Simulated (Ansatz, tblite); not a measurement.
**The cluster Al₁₀Sb₉Cl₃: removing and adding an electron**

Aim: the energy of removing and adding an electron for the cluster Al₁₀Sb₉Cl₃, by energy differences, and how well orbital energies stand in for it.

Computed with Ansatz 0.2.0, Gaussian basis. Level: as each input shows.

Plan: charge +1 doublet, at the geometry of the singlet (PBE0-D4/def2-SVP, PBE-D4/def2-SVP, B3LYP-D4/def2-SVP); charge -1 doublet, at the geometry of the singlet (PBE0-D4/def2-SVP, PBE-D4/def2-SVP, B3LYP-D4/def2-SVP); charge -1 doublet, relaxed (PBE0-D4/def2-SVP, PBE-D4/def2-SVP); the starting singlet's energies come from earlier runs.

6 further runs of the same task are left out: 2 for a known fault of the program, 4 set aside as unsound or not needed.

## (1) The geometry

The geometry is that of the singlet, from an earlier relaxation (PBE-D4/def2-SVP).

22 atoms, charge 0, spin multiplicity 1.

Atoms are counted from 1 here; the program's logs count them from 0.

Bond lengths: Al1–Al3 2.512 Å, Al1–Sb11 2.707 Å, Al1–Sb12 2.629 Å, Al2–Sb12 2.770 Å, Al2–Sb13 2.677 Å, Al2–Sb16 2.759 Å, Al2–Cl20 2.140 Å, Al3–Sb11 2.692 Å, Al3–Sb15 2.631 Å, Al4–Al6 2.775 Å, Al4–Al8 2.839 Å, Al4–Al9 2.717 Å, Al4–Sb12 2.776 Å, Al4–Sb15 2.757 Å, Al4–Sb16 2.779 Å, Al5–Sb15 2.753 Å, Al5–Sb16 2.722 Å, Al5–Sb17 2.676 Å and more. Angles: Al3–Al1–Sb11 62.0°, Al3–Al1–Sb12 128.6°, Sb11–Al1–Sb12 110.3°, Sb12–Al2–Sb13 109.5°, Sb12–Al2–Sb16 109.5°, Sb12–Al2–Cl20 108.6°, Sb13–Al2–Sb16 101.0°, Sb13–Al2–Cl20 120.1°, Sb16–Al2–Cl20 107.6°, Al1–Al3–Sb11 62.6°, Al1–Al3–Sb15 116.3°, Sb11–Al3–Sb15 109.7°, Al6–Al4–Al8 65.0°, Al6–Al4–Al9 61.3°, Al6–Al4–Sb12 120.1°, Al6–Al4–Sb15 57.9°, Al6–Al4–Sb16 109.9°, Al8–Al4–Al9 61.2° and more.

Sb takes a core potential in the def2 sets. No spin-orbit coupling is included.

## (2) Charge +1 doublet at the fixed geometry, PBE0-D4/def2-SVP

File in.yaml:

```yaml
crystal:
  periodic: [false, false, false]
  atoms:
    - {symbol: Al, position_ang: [-2.832494, -1.309822, -2.955190]}
    - {symbol: Al, position_ang: [-2.441351, 1.171092, 1.175412]}
    - {symbol: Al, position_ang: [-1.080364, -3.109473, -3.010249]}
    - {symbol: Al, position_ang: [-0.728725, -0.695850, -0.789426]}
    - {symbol: Al, position_ang: [1.287969, -2.578016, 1.401076]}
    - {symbol: Al, position_ang: [1.743216, -0.402393, -2.015774]}
    - {symbol: Al, position_ang: [2.374326, 0.609915, 2.455845]}
    - {symbol: Al, position_ang: [-0.384197, 1.726543, -2.229923]}
    - {symbol: Al, position_ang: [0.994018, 1.167493, 0.180303]}
    - {symbol: Al, position_ang: [0.378472, 2.053638, 3.188808]}
    - {symbol: Sb, position_ang: [-0.936641, -1.180782, -4.883058]}
    - {symbol: Sb, position_ang: [-2.858768, 0.912601, -1.550574]}
    - {symbol: Sb, position_ang: [-1.305625, 3.541379, 1.685233]}
    - {symbol: Sb, position_ang: [1.078314, 0.842499, -4.292041]}
    - {symbol: Sb, position_ang: [0.912167, -2.849312, -1.312123]}
    - {symbol: Sb, position_ang: [-0.438915, -0.552746, 1.970295]}
    - {symbol: Sb, position_ang: [3.738929, -1.614699, 1.873833]}
    - {symbol: Sb, position_ang: [3.608251, 0.445277, -0.194720]}
    - {symbol: Sb, position_ang: [0.519894, 3.647768, -0.570728]}
    - {symbol: Cl, position_ang: [-4.231216, 0.598343, 2.198495]}
    - {symbol: Cl, position_ang: [0.727527, -4.380730, 2.413880]}
    - {symbol: Cl, position_ang: [-0.157287, 1.913875, 5.262324]}
basis:
  gaussian: {orbitals: def2-SVP, fitting: {mean_field: def2-universal-jkfit}}
total_charge: 1
magnetization: {spin_polarized: true, initial_magnetization: 1}
hamiltonian: {xc: pbe0, dispersion: d4}
scf: {omitted_lower_state_checks: [starts]}
output: {orbitals: {seedname: orbitals}}
```

Launch:

```
$ ansatz run in.yaml --threads 2 --pin off --events-out ev --progress --plain --max-ram 32768MiB --backend cuda --devices 0, --max-vram 18GiB
```

Standard output:

```text
Functional definition: PBE0
  name "PBE0"
  cite "Adamo & Barone, J. Chem. Phys. 110, 6158 (1999) doi:10.1063/1.478522"
  cite "Perdew, Burke & Ernzerhof, Phys. Rev. Lett. 77, 3865 (1996) doi:10.1103/PhysRevLett.77.3865"
  parent pbe
  parameter a = 0.25
  parameter kappa = 0.804
  parameter beta = 0.06672455060314922
  exchange = (1 - a)*pbe_x(kappa = kappa, mu = beta*pi^2/3) + a*exact_x
  correlation = pbe_c(beta = beta)
these checks for a lower state are left out or cut short: starts
3626 factors; integrals over basis functions are off by at most 3.0e-2 eV
mean field evaluation 1: about -162311.6274 eV, gradient 3.3e1 eV
mean field evaluation 2: about -162184.1512 eV, gradient 1.2e2 eV
mean field evaluation 4: about -162312.4030 eV, gradient 2.9e1 eV
mean field evaluation 8: about -162320.0897 eV, gradient 1.1e0 eV
mean field evaluation 16: about -162320.1334 eV, gradient 7.3e-2 eV
mean field evaluation 32: about -162320.1339 eV, gradient 7.1e-4 eV
mean field -162320.13392725 eV, -5965.1548972880 hartree, gradient 1.3e-5 eV, S^2 0.773326; 0 other end points of the search recorded, 0 dependent functions left out
reference -162320.13397544 eV, -5965.1548990590 hartree; 194, 193 occupied and 274, 275 virtual orbitals, 3626 factors
Total energy: -162323.16229523 eV, -5965.2661877586 hartree
Checks for a lower state left out: starts
```

It took 21 s on 1 × H100 (card shared with other runs) with 2 threads of AMD EPYC 7R13, shared host; peak host memory 1.2 GiB.

HOMO -8.82 eV, LUMO -7.77 eV (over both spins); ⟨S²⟩ 0.773 (pure: 0.75).

## (3) Charge +1 doublet at the fixed geometry, PBE-D4/def2-SVP

start.molden holds the orbitals of an earlier run on this state, given as this run's starting guess.

Changes to in.yaml since step 2:

```diff
@@ -26,6 +26,6 @@
 basis:
-  gaussian: {orbitals: def2-SVP, fitting: {mean_field: def2-universal-jkfit}}
+  gaussian: {orbitals: def2-SVP, fitting: {mean_field: def2-universal-jkfit}, initial_orbitals: start.molden}
 total_charge: 1
 magnetization: {spin_polarized: true, initial_magnetization: 1}
-hamiltonian: {xc: pbe0, dispersion: d4}
+hamiltonian: {xc: pbe, dispersion: d4}
 scf: {omitted_lower_state_checks: [starts]}
```

Same command.

Standard output:

```text
Functional definition: PBE
  name "PBE"
  cite "Perdew, Burke & Ernzerhof, Phys. Rev. Lett. 77, 3865 (1996) doi:10.1103/PhysRevLett.77.3865"
  parent pbe
  parameter kappa = 0.804
  parameter beta = 0.06672455060314922
  exchange = pbe_x(kappa = kappa, mu = beta*pi^2/3)
  correlation = pbe_c(beta = beta)
these checks for a lower state are left out or cut short: starts
3626 factors; integrals over basis functions are off by at most 3.0e-2 eV
mean field evaluation 1: about -162308.1426 eV, gradient 9.5e0 eV
mean field evaluation 2: about -162308.5920 eV, gradient 5.1e-1 eV
mean field evaluation 4: about -162308.6220 eV, gradient 1.1e-1 eV
mean field evaluation 8: about -162308.6225 eV, gradient 5.8e-5 eV
mean field evaluation 16: about -162308.6225 eV, gradient 5.4e-6 eV
mean field -162308.62245639 eV, -5964.7318585367 hartree, gradient 2.5e-6 eV, S^2 0.754881; 0 other end points of the search recorded, 0 dependent functions left out
reference -162308.62252046 eV, -5964.7318608910 hartree; 194, 193 occupied and 274, 275 virtual orbitals, 3626 factors
Total energy: -162311.93171112 eV, -5964.8534714048 hartree
Checks for a lower state left out: starts
```

It took 14 s on 1 × H100 (card shared with other runs) with 2 threads of AMD EPYC 7R13, shared host; peak host memory 1.2 GiB.

HOMO -8.10 eV, LUMO -7.93 eV (over both spins); ⟨S²⟩ 0.755 (pure: 0.75).

## (4) Charge +1 doublet at the fixed geometry, B3LYP-D4/def2-SVP

Changes to in.yaml since step 3:

```diff
@@ -29,3 +29,3 @@
 magnetization: {spin_polarized: true, initial_magnetization: 1}
-hamiltonian: {xc: pbe, dispersion: d4}
+hamiltonian: {xc: {name: B3LYP}, dispersion: d4}
 scf: {omitted_lower_state_checks: [starts]}
```

Launched as before.

Standard output:

```text
Functional definition: B3LYP
  name "B3LYP"
  cite "Stephens, Devlin, Chabalowski & Frisch, J. Phys. Chem. 98, 11623 (1994) doi:10.1021/j100096a001"
  cite "Becke, Phys. Rev. A 38, 3098 (1988) doi:10.1103/PhysRevA.38.3098"
  cite "Lee, Yang & Parr, Phys. Rev. B 37, 785 (1988) doi:10.1103/PhysRevB.37.785"
  cite "Vosko, Wilk & Nusair, Can. J. Phys. 58, 1200 (1980) doi:10.1139/p80-159"
  parameter a0 = 0.2
  parameter ax = 0.72
  parameter ac = 0.81
  exchange = (1 - a0 - ax)*slater_x + ax*b88_x + a0*exact_x
  correlation = (1 - ac)*vwn_rpa_c + ac*lyp_c
these checks for a lower state are left out or cut short: starts
3626 factors; integrals over basis functions are off by at most 3.0e-2 eV
mean field evaluation 1: about -162382.2632 eV, gradient 5.6e0 eV
mean field evaluation 2: about -162382.4909 eV, gradient 2.2e-1 eV
mean field evaluation 4: about -162382.5056 eV, gradient 7.6e-3 eV
mean field evaluation 8: about -162382.5056 eV, gradient 2.2e-5 eV
mean field -162382.50561282 eV, -5967.4470144557 hartree, gradient 7.9e-6 eV, S^2 0.763655; 0 other end points of the search recorded, 0 dependent functions left out
reference -162382.50606383 eV, -5967.4470310300 hartree; 194, 193 occupied and 274, 275 virtual orbitals, 3626 factors
Total energy: -162388.00943693 eV, -5967.6492762611 hartree
Checks for a lower state left out: starts
```

Wall time 20 s (1 × H100 (card shared with other runs) with 2 threads of AMD EPYC 7R13, shared host); peak host memory 1.2 GiB.

HOMO -8.60 eV, LUMO -7.73 eV (over both spins); ⟨S²⟩ 0.764 (pure: 0.75).

## (5) Vertical ionisation energy

Charged state less starting state, singlet to doublet; the starting state's energies are those of its earlier runs.

| level | vertical ionisation energy (eV) | time |
| --- | --- | --- |
| PBE-D4/def2-SVP | +6.54 | 22 s |
| B3LYP-D4/def2-SVP | +6.71 | 31 s |
| PBE0-D4/def2-SVP | +6.84 | 29 s |

Times add the two runs; a level without a time comes out of a correlated run.

Beside −ε(HOMO) of the starting state:

| level | −ε(HOMO) (eV) | by difference (eV) | mismatch (eV) |
| --- | --- | --- | --- |
| PBE-D4/def2-SVP | 5.10 | 6.54 | -1.44 |
| B3LYP-D4/def2-SVP | 5.59 | 6.71 | -1.12 |
| PBE0-D4/def2-SVP | 5.85 | 6.84 | -0.99 |

## (6) Charge -1 doublet at the fixed geometry, PBE0-D4/def2-SVP

Changes to in.yaml since step 4:

```diff
@@ -26,6 +26,6 @@
 basis:
-  gaussian: {orbitals: def2-SVP, fitting: {mean_field: def2-universal-jkfit}, initial_orbitals: start.molden}
-total_charge: 1
+  gaussian: {orbitals: def2-SVP, fitting: {mean_field: def2-universal-jkfit}}
+total_charge: -1
 magnetization: {spin_polarized: true, initial_magnetization: 1}
-hamiltonian: {xc: {name: B3LYP}, dispersion: d4}
+hamiltonian: {xc: pbe0, dispersion: d4}
 scf: {omitted_lower_state_checks: [starts]}
```

The command is unchanged.

Standard output:

```text
Functional definition: PBE0
  name "PBE0"
  cite "Adamo & Barone, J. Chem. Phys. 110, 6158 (1999) doi:10.1063/1.478522"
  cite "Perdew, Burke & Ernzerhof, Phys. Rev. Lett. 77, 3865 (1996) doi:10.1103/PhysRevLett.77.3865"
  parent pbe
  parameter a = 0.25
  parameter kappa = 0.804
  parameter beta = 0.06672455060314922
  exchange = (1 - a)*pbe_x(kappa = kappa, mu = beta*pi^2/3) + a*exact_x
  correlation = pbe_c(beta = beta)
these checks for a lower state are left out or cut short: starts
3626 factors; integrals over basis functions are off by at most 3.0e-2 eV
mean field evaluation 1: about -162327.7764 eV, gradient 1.7e1 eV
mean field evaluation 2: about -162318.4921 eV, gradient 3.8e1 eV
mean field evaluation 4: about -162329.8834 eV, gradient 2.9e0 eV
mean field evaluation 8: about -162329.9670 eV, gradient 7.3e-1 eV
mean field evaluation 16: about -162329.9756 eV, gradient 3.0e-2 eV
mean field evaluation 32: about -162329.9757 eV, gradient 4.6e-4 eV
mean field -162329.97570276 eV, -5965.5165758668 hartree, gradient 1.3e-5 eV, S^2 0.790807; 0 other end points of the search recorded, 0 dependent functions left out
reference -162329.97575084 eV, -5965.5165776340 hartree; 195, 194 occupied and 273, 274 virtual orbitals, 3626 factors
Total energy: -162333.05905140 eV, -5965.6298868396 hartree
Checks for a lower state left out: starts
```

Wall time 24 s (1 × H100 (card shared with other runs) with 2 threads of AMD EPYC 7R13, shared host); peak host memory 1.2 GiB.

Report: HOMO -2.11 eV, LUMO -0.85 eV (over both spins); ⟨S²⟩ 0.791 (pure: 0.75).

## (7) Charge -1 doublet at the fixed geometry, PBE-D4/def2-SVP

Changes to in.yaml since step 6:

```diff
@@ -26,6 +26,6 @@
 basis:
-  gaussian: {orbitals: def2-SVP, fitting: {mean_field: def2-universal-jkfit}}
+  gaussian: {orbitals: def2-SVP, fitting: {mean_field: def2-universal-jkfit}, initial_orbitals: start.molden}
 total_charge: -1
 magnetization: {spin_polarized: true, initial_magnetization: 1}
-hamiltonian: {xc: pbe0, dispersion: d4}
+hamiltonian: {xc: pbe, dispersion: d4}
 scf: {omitted_lower_state_checks: [starts]}
```

Launched as before.

Standard output:

```text
Functional definition: PBE
  name "PBE"
  cite "Perdew, Burke & Ernzerhof, Phys. Rev. Lett. 77, 3865 (1996) doi:10.1103/PhysRevLett.77.3865"
  parent pbe
  parameter kappa = 0.804
  parameter beta = 0.06672455060314922
  exchange = pbe_x(kappa = kappa, mu = beta*pi^2/3)
  correlation = pbe_c(beta = beta)
these checks for a lower state are left out or cut short: starts
3626 factors; integrals over basis functions are off by at most 3.0e-2 eV
mean field evaluation 1: about -162317.5003 eV, gradient 9.5e0 eV
mean field evaluation 2: about -162317.9474 eV, gradient 6.3e-1 eV
mean field evaluation 4: about -162317.9737 eV, gradient 6.0e-2 eV
mean field evaluation 8: about -162317.9740 eV, gradient 1.3e-4 eV
mean field evaluation 16: about -162317.9740 eV, gradient 4.6e-6 eV
mean field -162317.97400088 eV, -5965.0755214581 hartree, gradient 4.6e-6 eV, S^2 0.762262; 0 other end points of the search recorded, 0 dependent functions left out
reference -162317.97406492 eV, -5965.0755238113 hartree; 195, 194 occupied and 273, 274 virtual orbitals, 3626 factors
Total energy: -162321.34295575 eV, -5965.1993282657 hartree
Checks for a lower state left out: starts
```

Wall time 14 s (1 × H100 (card shared with other runs) with 2 threads of AMD EPYC 7R13, shared host); peak host memory 1.2 GiB.

From the report: HOMO -1.40 eV, LUMO -1.23 eV (over both spins); ⟨S²⟩ 0.762 (pure: 0.75).

## (8) Charge -1 doublet at the fixed geometry, B3LYP-D4/def2-SVP

Changes to in.yaml since step 7:

```diff
@@ -29,3 +29,3 @@
 magnetization: {spin_polarized: true, initial_magnetization: 1}
-hamiltonian: {xc: pbe, dispersion: d4}
+hamiltonian: {xc: {name: B3LYP}, dispersion: d4}
 scf: {omitted_lower_state_checks: [starts]}
```

Same command.

Standard output:

```text
Functional definition: B3LYP
  name "B3LYP"
  cite "Stephens, Devlin, Chabalowski & Frisch, J. Phys. Chem. 98, 11623 (1994) doi:10.1021/j100096a001"
  cite "Becke, Phys. Rev. A 38, 3098 (1988) doi:10.1103/PhysRevA.38.3098"
  cite "Lee, Yang & Parr, Phys. Rev. B 37, 785 (1988) doi:10.1103/PhysRevB.37.785"
  cite "Vosko, Wilk & Nusair, Can. J. Phys. 58, 1200 (1980) doi:10.1139/p80-159"
  parameter a0 = 0.2
  parameter ax = 0.72
  parameter ac = 0.81
  exchange = (1 - a0 - ax)*slater_x + ax*b88_x + a0*exact_x
  correlation = (1 - ac)*vwn_rpa_c + ac*lyp_c
these checks for a lower state are left out or cut short: starts
3626 factors; integrals over basis functions are off by at most 3.0e-2 eV
mean field evaluation 1: about -162391.7769 eV, gradient 5.7e0 eV
mean field evaluation 2: about -162392.0129 eV, gradient 2.3e-1 eV
mean field evaluation 4: about -162392.0286 eV, gradient 2.6e-2 eV
mean field evaluation 8: about -162392.0287 eV, gradient 2.5e-5 eV
mean field -162392.02865221 eV, -5967.7969796984 hartree, gradient 7.1e-6 eV, S^2 0.768098; 0 other end points of the search recorded, 0 dependent functions left out
reference -162392.02910719 eV, -5967.7969964184 hartree; 195, 194 occupied and 273, 274 virtual orbitals, 3626 factors
Total energy: -162397.63090914 eV, -5968.0028588432 hartree
Checks for a lower state left out: starts
```

It took 26 s on 1 × H100 (card shared with other runs) with 2 threads of AMD EPYC 7R13, shared host; peak host memory 1.2 GiB.

From the report: HOMO -1.81 eV, LUMO -0.84 eV (over both spins); ⟨S²⟩ 0.768 (pure: 0.75).

## (9) Vertical electron affinity

Starting state less charged state (positive: the electron is bound), singlet to doublet; the starting state's energies are those of its earlier runs.

| level | vertical electron affinity (eV) | time |
| --- | --- | --- |
| PBE-D4/def2-SVP | +2.87 | 22 s |
| B3LYP-D4/def2-SVP | +2.91 | 37 s |
| PBE0-D4/def2-SVP | +3.06 | 32 s |

Times add the two runs; a level without a time comes out of a correlated run.

Beside −ε(LUMO) of the starting state:

| level | −ε(LUMO) (eV) | by difference (eV) | mismatch (eV) |
| --- | --- | --- | --- |
| PBE-D4/def2-SVP | 4.26 | 2.87 | +1.40 |
| B3LYP-D4/def2-SVP | 3.89 | 2.91 | +0.98 |
| PBE0-D4/def2-SVP | 3.93 | 3.06 | +0.87 |

[end of part 1 of 2]
